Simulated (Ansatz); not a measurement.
**Sb (Antimony): how the settings move a relaxation**

Aim: see which settings change the result for Sb (Antimony), by how much, and at what cost.

Program: Ansatz 0.2.0. Level of theory: reference: DFT, LDA, all-electron LAPW, scalar-relativistic. These are calculated values, not measurements.

## (1) Starting point

Symmetry: Fm-3m, No. 225, cubic system. The conventional cell has a = 4.610 Å, b = 4.610 Å, c = 4.610 Å, α = 90.00°, β = 90.00°, γ = 90.00°. Sb (site symmetry m-3m) is surrounded by 12 Sb at 3.26 Å.

As a file:

```cif
data_structure
_symmetry_space_group_name_H-M 'Fm-3m'
_symmetry_Int_Tables_number 225
_cell_length_a 4.6100
_cell_length_b 4.6100
_cell_length_c 4.6100
_cell_angle_alpha 90.000
_cell_angle_beta 90.000
_cell_angle_gamma 90.000
_cell_volume 97.97
loop_
_atom_site_label
_atom_site_type_symbol
_atom_site_symmetry_multiplicity
_atom_site_Wyckoff_symbol
_atom_site_fract_x
_atom_site_fract_y
_atom_site_fract_z
_atom_site_occupancy
Sb1 Sb 4 a 0.00000 0.00000 0.00000 1
```

## (2) Baseline

input.yaml

```yaml
crystal:
  lattice:
    - [0.0, 2.305, 2.305]
    - [2.305, 0.0, 2.305]
    - [2.305, 2.305, 0.0]
  atoms:
    - { symbol: Sb, position: [0.0, 0.0, 0.0] }
kpoints:
  mp_grid: { grid: [12, 12, 12] }
scf:
  occupations: { method: fermi_dirac, width: 0.05 }
hamiltonian:
  xc: lda
  pseudopotentials: { kind: all_electron, lapw: { basis_error: 0.001 } }
output:
  forces: true
  stress: true
relax:
  f_tol: 0.005
  max_steps: 80
  cell: {}
```

The run is started by

```console
$ ansatz run input.yaml --threads 1 --pin off --max-ram 2048MiB --backend cpu --events-out ev --progress --plain --runs-dir out
```

## (3) Changed: mp_grid.grid [18, 18, 18], lower_state_search light, dispersion d3bj

input.yaml, as its differences from that of step 2:

```diff
@@ -8,5 +8,6 @@
 kpoints:
-  mp_grid: { grid: [12, 12, 12] }
+  mp_grid: { grid: [18, 18, 18] }
 scf:
   occupations: { method: fermi_dirac, width: 0.05 }
+  lower_state_search: light
 hamiltonian:
@@ -14,2 +15,3 @@
   pseudopotentials: { kind: all_electron, lapw: { basis_error: 0.001 } }
+  dispersion: d3bj
 output:
```

## (4) Changed: occupations.width 0.005

input.yaml, as its differences from that of step 2:

```diff
@@ -10,3 +10,3 @@
 scf:
-  occupations: { method: fermi_dirac, width: 0.05 }
+  occupations: { method: fermi_dirac, width: 0.005 }
 hamiltonian:
```

What does the calculation give? Wanted: for each run, ending; energy change; pressure; gap; force.

The runs gave:

| run | ending | energy change | pressure (GPa) | gap (eV) | force (eV/Å) | cycles | time |
| --- | --- | --- | --- | --- | --- | --- | --- |
| reference | converged | 0 | 0.0 | 0.00 | 0.00 | 18 | 8.4 s |
| 1: mp_grid.grid [18, 18, 18], lower_state_search light, dispersion d3bj | converged | -566.0 meV/atom (offset of the dispersion model) | 0.0 | 0.00 | 0.00 | 9 | 12 s |
| 2: occupations.width 0.005 | converged | +1.0 meV/atom (σ→0) | 0.0 | 0.00 | 0.00 | 18 | 8.5 s |

«occupations.width 0.005» moves the energy by +1.0 meV/atom. Semilocal functionals close small gaps, so the missing gap need not be the real solid's.
